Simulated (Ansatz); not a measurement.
# Sn in Ansatz: notebook, part 2 of 2

Ansatz 0.2.0. Earlier steps stand in the parts before.

## (4) Work function, PBEsol

input.yaml reads:

```yaml
crystal:
  lattice:
    - [2.96705, 0.0, 0.0]
    - [0.0, 2.96703, 0.0]
    - [0.0, 0.0, 23.8]
  atoms:
    - { symbol: Sn, position: [0.0, 0.0, 0.29412] }
  periodic: [true, true, false]
kpoints:
  mp_grid: { grid: [9, 9, 1] }
scf:
  occupations: { method: fermi_dirac, width: 0.05 }
hamiltonian:
  xc: pbesol
  pseudopotentials: { kind: all_electron, lapw: { basis_error: 0.002 } }
output:
  forces: true
  stress: true
  eigenvalues: true
```

Potentials or basis: all-electron LAPW, scalar-relativistic.

Run with:

```console
ansatz run input.yaml --threads 2 --pin off --max-ram 8192MiB --backend cpu --events-out ev --progress --plain --runs-dir out
```

The log of the run:

```text
Warning: 8 symmetry operations that the atoms keep within the bar at which the run's group was sought (crystal.symmetry.tolerance 1.0e-5, or twice it) were not taken beside the 8 unitary ones that the detection took (of a slab, those that keep its plane). If the more symmetric cell is meant, write the vectors of crystal.lattice to more decimals, or, with the positions in fractional coordinates, give it by lengths and angles (which lays the cell in the standard orientation, to which the deck's other Cartesian keys then refer), with the lengths that are meant to be equal typed equal, the angles likewise, and each angle that the symmetry fixes typed at its exact value (of a frozen-density pass: in the run whose state it reads). The detection then takes those 8 too, where the atoms keep them as a group. The lattice (crystal.lattice as typed, or as saved on a frozen-density pass laid at its state's geometry) misses each of them by more than the tolerance, the farthest off changing a squared length by the fraction 1.3e-5. The run does not impose them: its cell is that one, or, where this deck is also told that its lattice was moved onto its group, that cell laid onto the operations that were taken. If the cell is strained on purpose, what lies past the tolerance is rightly left out.
Warning: RAYON_NUM_THREADS=2 ignored (pool sized by the plan → 2); use --threads N
LAPW: plane waves up to 7.336 Å⁻¹, error target 2.0e-3 eV per atom; small_component_spin mean_spin; Sn in spheres of 1.484 Å, 22 of its electrons in bands, Dirac shells [] (how accurate: hamiltonian.pseudopotentials.lapw.basis_error, Limitations)
Engine: ansatz 0.2.0, aarch64-unknown-linux-gnu
Pseudopotentials: kind: all_electron
Pseudopotential: Sn, LAPW, valence charge 22, lapw/all_electron/scalar/gaussian/Sn, Koelling and Harmon's equation, gaussian nucleus
Functional definition: PBEsol
  exchange = pbesol_x
  correlation = pbesol_c
Crystal: 1 atoms, lattice volume = 209.519 Å³
Basis set: ecut = 205.04274779214578 eV, 1419 PW (Γ), exchange–correlation at level 2
Bands: 15, of which v1, the nominal top of the filled ones, is band 11 counted from 1 (10 counted from 0)
Symmetry: 8 space group operations
k-points: 25 of 81
Non-local potential: Sn, projectors of the file, none
Initial density: superposition of atomic densities (neutral atoms: chi_scale 0, normalization atom)
Initial wavefunctions: plane waves of lowest kinetic energy (no species holds an atomic orbital)
Functional: x = pbesol(κ = 0.804, μ = 0.12345679012345678), c = pbesol(β = 0.046)
iter 1 solved again at ethr=1.04e-3 eV; its pass at ethr=1.00e-1 eV (dr2=2.30e-1 eV) is discarded
SCF iter   1: F=—  HF=-168014.437555 eV  |F-HF|=—  |Δ(HF+E_count)|=         —  Δρ=6.61e-3  dr2=2.34e-1  ethr=1.04e-3  ⟨swp⟩=4.0  Hψ=2525  notcnv=0
preconditioner: auto → LDOS  [insulator: Δε(μ)=0.122 eV  Ē_g=8.983 eV  σ=0.050 eV  W_gap=0.54  n_scr=14 (ndim 8)  ℏωp=5.1 eV  f_vac=0.790  D(μ)=0.86/eV (n_scr^D=6)  ε∞_Penn≈1.3  β→1.0]
iter 2 solved again at ethr=9.54e-5 eV; its pass at ethr=1.04e-3 eV (dr2=2.10e-2 eV) is discarded
SCF iter   2: F=—  HF=-168014.355816 eV  |F-HF|=—  |Δ(HF+E_count)|=   8.17e-2  Δρ=2.97e-3  dr2=2.11e-2  ethr=9.54e-5  ⟨swp⟩=2.0  Hψ=2024  notcnv=0
SCF iter   3: F=—  HF=-168014.351227 eV  |F-HF|=—  |Δ(HF+E_count)|=   4.59e-3  Δρ=7.07e-4  dr2=2.79e-3  ethr=9.54e-5  ⟨swp⟩=3.0  Hψ=1157  notcnv=0
SCF iter   4: F=—  HF=-168014.350905 eV  |F-HF|=—  |Δ(HF+E_count)|=   3.22e-4  Δρ=2.37e-4  dr2=2.96e-4  ethr=1.27e-5  ⟨swp⟩=3.0  Hψ=1131  notcnv=0
SCF iter   5: F=—  HF=-168014.350743 eV  |F-HF|=—  |Δ(HF+E_count)|=   1.62e-4  Δρ=1.28e-4  dr2=3.02e-5  ethr=1.35e-6  ⟨swp⟩=3.0  Hψ=1093  notcnv=0
SCF iter   6: F=—  HF=-168014.350764 eV  |F-HF|=—  |Δ(HF+E_count)|=   2.14e-5  Δρ=2.73e-5  dr2=2.49e-6  ethr=1.37e-7  ⟨swp⟩=3.0  Hψ=1050  notcnv=0
SCF iter   7: F=—  HF=-168014.350765 eV  |F-HF|=—  |Δ(HF+E_count)|=   1.03e-6  Δρ=5.90e-6  dr2=1.74e-7  ethr=1.13e-8  ⟨swp⟩=3.0  Hψ=1060  notcnv=0
SCF iter   8: F=-168014.350765 eV  HF=-168014.350765 eV  |F-HF|=2.50e-9  |Δ(HF+E_count)|=   1.66e-8  Δρ=1.02e-6  dr2=2.73e-9  ethr=7.90e-10  ⟨swp⟩=3.0  Hψ=1062  notcnv=0
SCF 1 converged in 8 iterations: F = -168014.350765 eV  dr2 = 2.73e-9
SCF converged after 8 iterations
Free energy (F): -168014.350765 eV
Harris-Foulkes:  -168014.350765 eV  (|F-HF|=2.50e-9)
Internal energy: -168014.336389 eV  (E = F + TS)
E sigma→0 (E₀):  -168014.343577 eV
Entropy (-TS):   -0.014376 eV (-14.376 meV/atom)
Fermi energy:    -4.433353 eV
--- Per-component energies (eV) ---
  E_band       = -1092.050477
  E_kinetic    = 176690.342140
  E_xc         = -4421.172962
  E_electrostatic = -340283.505567  (all electrons and nuclei)
  E_smearing   = -0.014376  (= −TS)
  E_closure    = 0.000000  (closes the sum)
  E_atoms      = -168010.797820  (free atoms, spherical and without spin; not in F)
  Σ components = -168014.350765   (vs F -168014.350765, Δ=0.00e0)
  Basis errors (estimates in eV, not in F): energy 9.4e-4 per atom: plane waves 8.8e-4 (5.4e-4 summed), levels above the bands 6.0e-50, relativity 7.2e-9, radial functions 6.1e-5, core shells 7.4e-9; eigenvalues (radial functions only) 1.8e-6; not estimated: angular momenta, meshes, grids; target (lapw.basis_error) 2.0e-3; muffin-tin radii Sn 1.484 Å
--- Forces (eV/Å), atoms counted from 1 ---
  atom   1  Sn    -0.00000000     0.00000000     0.00000000
  max |Σ_I F_I| component: 4.93e-32 eV/Å
--- 2D stress c σ (N/m, compression-positive) ---
       -0.456647       0.000000       0.000000
        0.000000      -0.456660       0.000000
        0.000000       0.000000       0.000000
  P = ½ c Tr σ = -0.4567 N/m
--- Band table (eV; the first three rows and the last of 25) ---
  k-point 0: bands = ["-133.4323", "-89.3173", "-89.2310", "-89.2310", "-25.8908", "-25.7515", "-25.5110", "-25.5110", "-25.3822", "-13.9791", "-6.3784", "-1.1602", "-0.1801", "0.5000", "1.0021"]
  k-point 1: bands = ["-133.4322", "-89.3172", "-89.2324", "-89.2309", "-25.8589", "-25.7314", "-25.5301", "-25.5094", "-25.3980", "-13.7659", "-6.1576", "-0.9545", "0.0301", "0.7062", "0.8105"]
  k-point 2: bands = ["-133.4320", "-89.3170", "-89.2358", "-89.2307", "-25.8124", "-25.6460", "-25.5780", "-25.5054", "-25.4377", "-13.1230", "-5.5152", "-2.3678", "-0.3364", "0.6545", "1.3376"]
  k-point 24: bands = ["-133.4311", "-89.3158", "-89.2414", "-89.2414", "-25.6901", "-25.6461", "-25.6455", "-25.5070", "-25.2453", "-7.4254", "-5.1508", "-4.4621", "-0.6512", "0.4211", "3.3374"]
  the weakly bound empty levels are not read free of the cell's end (augmented_plane_waves)
```

It took 5.1 s on 2 threads of Arm Neoverse V2, shared host; peak memory 0.39 GiB.

Results:

- Free energy: -168014.3508 eV
- Band gap on the k mesh: none (metal or under the smearing width)
- Work function: 4.43 eV

## (5) Projected density of states, PBE

input.yaml, as its differences from that of step 4:

```diff
@@ -10,2 +10,13 @@
   mp_grid: { grid: [9, 9, 1] }
+  band_path:
+    path:
+      - [0.0, 0.0, 0.0]
+      - [0.0, 0.5, 0.0]
+      - [0.5, 0.5, 0.0]
+      - [0.0, 0.0, 0.0]
+      - [0.0, 0.0, 0.5]
+      - [0.0, 0.5, 0.5]
+      - [0.5, 0.5, 0.5]
+      - [0.0, 0.0, 0.5]
+    npoints: 8
 scf:
@@ -13,3 +24,3 @@
 hamiltonian:
-  xc: pbesol
+  xc: pbe
   pseudopotentials: { kind: all_electron, lapw: { basis_error: 0.002 } }
@@ -19 +30,4 @@
   eigenvalues: true
+  fatbands: true
+  dos: { projected: true, de: 0.1, e_range: [-14, 8] }
+  populations: true
```

Run with:

```console
ansatz run input.yaml --threads 2 --pin off --max-ram 8192MiB --backend cpu --events-out ev --progress --plain --runs-dir out
```

Wall time 13 s (2 threads of Arm Neoverse V2, shared host); peak memory 0.39 GiB.

Results (log left out):

```yaml
Free_energy: -168088.8403 eV
Band_gap_along_the_path: none (metal or under the smearing width)
Work_function: 4.34 eV
```

Levels at the corners of the path, in eV from the Fermi level:
| point | band 7 | band 8 | band 9 | band 10 | band 11 | band 12 | band 13 | band 14 | band 15 |
| --- | --- | --- | --- | --- | --- | --- | --- | --- | --- |
| Γ | -21.17 | -21.17 | -21.04 | -9.54 | -1.95 | 3.15 | 4.10 | 4.84 | 5.32 |
| X | -21.17 | -21.16 | -21.07 | -5.96 | -3.55 | 1.12 | 4.67 | 7.29 | 7.40 |
| M | -21.31 | -21.16 | -20.88 | -1.96 | -0.86 | -0.86 | 4.15 | 4.39 | 8.29 |
| Γ | -21.17 | -21.17 | -21.04 | -9.54 | -1.95 | 3.15 | 4.10 | 4.84 | 5.32 |
| Z | -21.17 | -21.17 | -21.04 | -9.54 | -1.95 | 3.15 | 4.10 | 4.84 | 5.31 |
| R | -21.17 | -21.16 | -21.07 | -5.96 | -3.55 | 1.12 | 4.67 | 7.29 | 7.40 |
| A | -21.31 | -21.16 | -20.88 | -1.96 | -0.86 | -0.86 | 4.15 | 4.39 | 8.29 |
| Z | -21.17 | -21.17 | -21.04 | -9.54 | -1.95 | 3.15 | 4.10 | 4.84 | 5.31 |

States per cell in windows of 0.5 eV (zero at the Fermi level; states under -8 eV left out):
```tsv
from (eV)	total	Sn1 5p	Sn1 5s	Sn1 4d	Sn1 4s	Sn1 4p	Sn1 3s
-8.0	0.19	0.06	0.13	0.00	0.00	0.00	0.00
-7.5	0.19	0.06	0.13	0.00	0.00	0.00	0.00
-7.0	0.20	0.06	0.14	0.00	0.00	0.00	0.00
-6.5	0.29	0.07	0.23	0.00	0.00	0.00	0.00
-6.0	0.18	0.05	0.13	0.00	0.00	0.00	0.00
-5.5	0.12	0.04	0.08	0.00	0.00	0.00	0.00
-5.0	0.10	0.03	0.06	0.00	0.00	0.00	0.00
-4.5	0.07	0.02	0.04	0.00	0.00	0.00	0.00
-4.0	0.05	0.02	0.03	0.00	0.00	0.00	0.00
-3.5	0.13	0.08	0.05	0.00	0.00	0.00	0.00
-3.0	0.16	0.14	0.02	0.00	0.00	0.00	0.00
-2.5	0.16	0.14	0.02	0.00	0.00	0.00	0.00
-2.0	0.33	0.30	0.02	0.00	0.00	0.00	0.00
-1.5	0.46	0.43	0.03	0.00	0.00	0.00	0.00
-1.0	0.52	0.47	0.05	0.00	0.00	0.00	0.00
-0.5	0.30	0.26	0.03	0.00	0.00	0.00	0.00
0.0	0.26	0.25	0.01	0.00	0.00	0.00	0.00
0.5	0.40	0.38	0.02	0.00	0.00	0.00	0.00
1.0	0.42	0.38	0.03	0.00	0.00	0.00	0.00
1.5	0.43	0.36	0.05	0.00	0.00	0.00	0.00
2.0	0.28	0.21	0.04	0.00	0.00	0.00	0.00
2.5	0.25	0.17	0.02	0.00	0.00	0.00	0.00
3.0	0.34	0.16	0.02	0.00	0.00	0.00	0.00
3.5	0.27	0.17	0.04	0.00	0.00	0.00	0.00
4.0	0.61	0.10	0.03	0.00	0.00	0.00	0.00
4.5	0.59	0.09	0.02	0.00	0.00	0.00	0.00
5.0	1.12	0.21	0.02	0.00	0.00	0.00	0.00
5.5	0.81	0.02	0.00	0.00	0.00	0.00	0.00
6.0	0.84	0.01	0.00	0.00	0.00	0.00	0.00
6.5	0.63	0.01	0.00	0.00	0.00	0.00	0.00
```

Caveat: spin-orbit coupling is left out, which moves the levels of the heavy elements.

## (6) The reference run

An earlier run on the cell as given: functional PBE; potentials or basis all-electron LAPW, scalar-relativistic; cutoff 222 eV (chosen from the basis error); basis error allowed 0.001 eV/atom; k mesh 9 × 9 × 1; occupations fermi-dirac, width 0.05 eV; no spin polarisation.

* Band gap on the k mesh: none (metal or under the smearing width)

## (7) The runs side by side

```tsv
task	level	cutoff (eV)	basis error allowed	gap on the mesh (eV)	work function (eV)
work function	PBE	205	0.002 eV/atom	none	4.34
work function	LDA	205	0.002 eV/atom	none	4.61
work function	PBEsol	205	0.002 eV/atom	none	4.43
projected density of states	PBE	205	0.002 eV/atom	-	4.34
single point	PBE	222	0.001 eV/atom	none	-
```

Alike in all rows: potentials or basis all-electron LAPW, scalar-relativistic; no spin polarisation; cell as given; k mesh 9 × 9 × 1; smearing fermi-dirac 0.05 eV.

Every run on the cell as given and a fine mesh finds a metal.

Caveats: spin-orbit coupling is left out, which moves the levels of the heavy elements (some runs).

Compare energies only between runs with the same functional and basis.
